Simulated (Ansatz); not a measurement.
**MnGe: further runs on the relaxed cell**

The task here is to estimate one member of a computed series from the others.

Computed with Ansatz 0.2.0 (DFT PBEsol, scalar-relativistic, plane waves, PAW, unless a step's input says otherwise).

1 further run of the same task is left out (set aside as unsound or not needed).

### The structure to begin with

Symmetry: P2_13, No. 198, cubic system. Conventional cell: a = 4.680 Å, b = 4.680 Å, c = 4.680 Å, α = 90.00°, β = 90.00°, γ = 90.00°. Mn (site symmetry 3) has 7 Ge at 2.38 to 2.62 Å in its first shell of neighbours. Ge (site symmetry 3) is surrounded by 7 Mn at 2.38 to 2.62 Å.

Structure file:

```cif
data_structure
_symmetry_space_group_name_H-M 'P 1'
_symmetry_Int_Tables_number 1
_cell_length_a 4.6797
_cell_length_b 4.6797
_cell_length_c 4.6797
_cell_angle_alpha 90.000
_cell_angle_beta 90.000
_cell_angle_gamma 90.000
_cell_volume 102.48
loop_
_atom_site_label
_atom_site_type_symbol
_atom_site_fract_x
_atom_site_fract_y
_atom_site_fract_z
_atom_site_occupancy
Mn1 Mn 0.63742 0.13742 0.36258 1
Mn2 Mn 0.13742 0.36258 0.63742 1
Mn3 Mn 0.36258 0.63742 0.13742 1
Mn4 Mn 0.86258 0.86258 0.86258 1
Ge1 Ge 0.34326 0.84326 0.65674 1
Ge2 Ge 0.84326 0.65674 0.34326 1
Ge3 Ge 0.65674 0.34326 0.84326 1
Ge4 Ge 0.15674 0.15674 0.15674 1
```

It goes back to an entry of the Materials Project.

It is the result of an earlier relaxation at this level (volume 12.81 Å³/atom; gap on the mesh: none (metal), site moments up to 1.9 μB).

The first run:

Input file input.yaml:

```yaml
crystal:
  lattice:
    - [4.6796665804, 0.0, 0.0]
    - [0.0, 4.6796665804, 0.0]
    - [0.0, 0.0, 4.6796665804]
  atoms:
    - { symbol: Mn, position: [0.6374158256, 0.1374158256, 0.3625841744], spin: 2.1 }
    - { symbol: Mn, position: [0.1374158256, 0.3625841744, 0.6374158256], spin: 2.1 }
    - { symbol: Mn, position: [0.3625841744, 0.6374158256, 0.1374158256], spin: 2.1 }
    - { symbol: Mn, position: [0.8625841744, 0.8625841744, 0.8625841744], spin: 2.1 }
    - { symbol: Ge, position: [0.3432584307, 0.8432584307, 0.6567415693] }
    - { symbol: Ge, position: [0.8432584307, 0.6567415693, 0.3432584307] }
    - { symbol: Ge, position: [0.6567415693, 0.3432584307, 0.8432584307] }
    - { symbol: Ge, position: [0.1567415693, 0.1567415693, 0.1567415693] }
basis:
  ecutwfc: 420
kpoints:
  mp_grid: { grid: [8, 8, 8] }
  band_path:
    path:
      - [[0.0, 0.0, 0.0], [0.0, 0.5, 0.0], [0.5, 0.5, 0.0], [0.0, 0.0, 0.0], [0.5, 0.5, 0.5], [0.0, 0.5, 0.0]]
      - [[0.5, 0.5, 0.5], [0.5, 0.5, 0.0], [0.5, 0.0, 0.0]]
    npoints: 14
hamiltonian:
  xc: pbesol
scf:
  occupations: { method: gaussian, width: 0.1 }
  n_extra_bands: 20
output:
  forces: true
  stress: true
  eigenvalues: true
  populations: true
  dos: { projected: true, de: 0.02, nscf_kmesh: { grid: [12, 12, 12] } }
  bader: true
  write_density: true
  write_potential: true
  elf: true
  volumetric_format: npy
magnetization:
  spin_polarized: true
checkpoint:
  read: start.run
  write: ck
  compress: false
  write_wavefunctions: false
  write_every: 100000
```

The run is started by

```sh
> ansatz run input.yaml --threads 2 --pin off --max-ram 5120MiB --backend cpu --events-out ev --progress --plain --runs-dir out
```

Steps of the session up to this table: Electronic structure at the relaxed geometry; Point at V/V0 = 0.97; Volume × 1.03; Volume × 0.94; The cell scaled to 1.06 of its volume.

One table of the session follows, with a row left open; its other results are not shown here.

It belongs to the step «Fit of the equation of state». 

| volume (Å³/atom) | energy above the lowest point (meV/atom) | pressure (GPa) | largest moment (μB) |
| --- | --- | --- | --- |
| 12.042 | 14.5 | 6.87 | 1.03 |
| 12.426 | 5.9 | 4.06 | 1.68 |
| 12.810 | 0.0 | 0.00 | 1.91 |
| 13.194 | ? | ? | ? |
| 13.579 | 18.8 | -7.86 | 2.09 |

**Question.** Estimate the row for volume (Å³/atom) = 13.194.

Worked estimate for «energy above the lowest point (meV/atom)». A straight line through the neighbours (12.810, 0.0) and (13.579, 18.8) gives 0.0 + (18.8 − 0.0) × (13.194 − 12.810) / (13.579 − 12.810) = 9.4; a parabola fitted to 3 rows on both sides gives 4.3.

**Answer.** energy above the lowest point (meV/atom): 4.6; pressure (GPa): -4.14; largest moment (μB): 2.02. In «energy above the lowest point (meV/atom)» the line misses by +4.8 and the parabola by -0.3.

To keep in mind: Warnings in the runs' records: stress scf threshold loose, stability check not made.
